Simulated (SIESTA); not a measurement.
The system is HPbNO4.

```
CELL_PARAMETERS angstrom
4.19923 0.11117 0.16817
1.91600 3.89132 0.12568
1.76085 1.25259 6.37266
ATOMIC_POSITIONS crystal
H 0.89145 0.68202 0.62796
Pb 0.14426 0.92872 0.88352
N 0.25670 0.28861 0.30171
O 0.83108 0.65056 0.78405
O 0.38694 0.22380 0.11295
O 0.31104 0.03576 0.45856
O 0.07726 0.60633 0.32275
```

The cell was built by a generator and needn't be a form met in nature.

Base run:

- Program: SIESTA 5.4.2
- Functional: PBE
- Potentials or basis: PseudoDojo 0.4 standard (PBE files)
- Basis: DZP (energy shift 0.003 Ry; two zetas on semicore shells)
- Grid cutoff: 800 Ry
- Energy shift: 0.003 Ry
- k mesh: 7 × 7 × 5
- Occupations: fermi-dirac, width 0.05 eV
- Spin: no spin polarisation

Its results: band gap on the k mesh 2.81 eV, indirect (least direct gap 2.83 eV); pressure 2.6 GPa; largest force 1.327 eV/Å.

Task: The run is repeated on the same cell with these changes: basis from DZP (energy shift 0.003 Ry; two zetas on semicore shells) to SZP (energy shift 0.003 Ry). What comes out?

Result: Band gap on the k mesh 2.51 eV, indirect (least direct gap 2.52 eV); pressure 6.5 GPa; largest force 4.652 eV/Å.

Caveats: spin-orbit coupling is left out, which as a rule narrows the gap of such compounds by several tenths of an eV; the basis of atomic orbitals isn't converged, which shifts pressures, moduli and gaps; forces of over 1 eV/Å show positions far from the minimum, so gaps and moduli don't describe the material at rest; an odd mesh through Γ misses points on the zone boundary, where band edges often lie (some runs).
